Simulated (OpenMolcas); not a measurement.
# Fe³⁺ among point charges: CASSCF levels and susceptibility

Aim: the splitting of the states of Fe³⁺ in the field of 5 point charges, its lowest levels with spin-orbit coupling and its magnetic susceptibility.

Method: state-averaged CASSCF, spin-orbit coupling by RASSI with atomic mean-field integrals. Code: OpenMolcas 26.06.

1 further run of the same task is left out (set aside as unsound or not needed).

## Step 1: The atom as given

* Species: Fe³⁺ (iron, Z = 26, 23 electrons)
* Basis: ANO-RCC-VDZP [5s4p2d1f], 34 functions
* Scalar Hamiltonian: DKH2, point nucleus
* Inactive shells: 1s 2s 2p 3s 3p
* Active space: 5 electrons in 5 orbitals (3d)
* Some configurations of this space: 3d5
* Orbitals: optimised for each spin and parity, averaged over all roots

Outer shells as boxes (Hund's rule):

3d5
```
3d [↑ ][↑ ][↑ ][↑ ][↑ ]
```

The ion sits among 5 point charges of -2.6 e arranged as a trigonal bipyramid (D3h), 1.94 Å from the ion, with the axial distance 1.804 Å.

The work runs as a chain of OpenMolcas steps in one folder; each step below is one input file. Labels, J, g values, rates, χT and fits are worked out afterwards by a script from the matrices that RASSI stores.

## Step 2: Basis and integrals

a.inp reads:

```
&GATEWAY
Coord
1

Fe 0.0 0.0 0.0
Basis=ANO-RCC-VDZP
Group=NoSym
NoMove
AngMom=0.0 0.0 0.0
AMFI
XField
5 Angstrom 0
1.940000 0.000000 0.000000 -2.600000
-0.970000 1.680089 0.000000 -2.600000
-0.970000 -1.680089 0.000000 -2.600000
0.000000 0.000000 1.804200 -2.600000
0.000000 0.000000 -1.804200 -2.600000
&SEWARD
```

Launch:

```bash
OMP_NUM_THREADS=1 MOLCAS_MEM=1689 MOLCAS_PROJECT=a pymolcas a.inp > a.log
```

## Step 3: CASSCF: sextets, 1 root

a.inp reads:

```
&RASSCF
FileOrb=start.orb
Symmetry=1
Spin=6
nActEl=5 0 0
Inactive=9
Ras2=5
CIRoot=1 1 1
SDav=1
CIMx=300
Iter=120 100
PrWF=0.3
OrbListing=Nothing
MaxOrb=0
>>> COPY $Project.JobIph JOB001
```

start.orb holds the contracted functions of the basis, ordered by shell, or the orbitals of the step before.

## Step 4: Reference wave functions, quartets, 24 roots

a.inp reads:

```
&RASSCF
FileOrb=start.orb
Symmetry=1
Spin=4
nActEl=5 0 0
Inactive=9
Ras2=5
CIRoot=24 24 1
SDav=24
CIMx=300
Iter=120 100
PrWF=0.3
OrbListing=Nothing
MaxOrb=0
>>> COPY $Project.JobIph JOB002
```

## Step 5: Reference wave functions, doublets, 75 roots

a.inp reads:

```
&RASSCF
FileOrb=start.orb
Symmetry=1
Spin=2
nActEl=5 0 0
Inactive=9
Ras2=5
CIRoot=75 75 1
SDav=75
CIMx=300
Iter=120 100
PrWF=0.3
OrbListing=Nothing
MaxOrb=0
>>> COPY $Project.JobIph JOB003
```

## Step 6: State interaction with spin-orbit coupling

a.inp reads:

```
&RASSI
NrOfJobIphs=3 1 24 75
1
1 2 3 4 5 6 7 8 9 10 11 12 13 14 15 16 17 18 19 20 21 22 23 24
1 2 3 4 5 6 7 8 9 10 11 12 13 14 15 16 17 18 19 20 21 22 23 24 25 26 27
28 29 30 31 32 33 34 35 36 37 38 39 40 41 42 43 44 45 46 47 48 49 50 51
52 53 54 55 56 57 58 59 60 61 62 63 64 65 66 67 68 69 70 71 72 73 74 75
IphNames
JOB001
JOB002
JOB003
EJob
SpinOrbit
DIPRint=1.0
SOCoupling=1000.0
Subsets=2
Property=9
'ANGMOM' 1 'ANGMOM' 2 'ANGMOM' 3 'MLTPL  1' 1 'MLTPL  1' 2 'MLTPL  1' 3
'AMFI' 1 'AMFI' 2 'AMFI' 3
SOProperty=3
'ANGMOM' 1 'ANGMOM' 2 'ANGMOM' 3
```

**Question.** What will these runs give? Wanted: spin-free ground state; lowest level; next level.

The runs gave:

| quantity | value |
| --- | --- |
| method | CASSCF |
| spin-free ground state | 6A1, 1-fold in its orbital part |
| lowest level | 2-fold E1/2, g = 0.00, 0.00, 10.01 |
| next level | 0.8 cm⁻¹ |
| χT at 300 K | 4.39 cm³ K/mol |
| effective moment at 300 K | 5.92 μB |

What this shows: The spin-free ground state (6A1) comes to 100 % from free-ion S terms and keeps the highest spin of the shell. χT at 300 K is 4.39, against 4.39 cm³ K/mol for the spin alone, as a half-filled shell (L = 0) has no orbital moment. An active space of the d shell alone favours high spin; real ions in strong fields can be low spin. The field of point charges can differ much from that of real complexes. With metal d orbitals alone active, the gaps between spin states are rough; where two lie within a few thousand cm-1, their order is open. This is an electrostatic model: the charges have no orbitals.
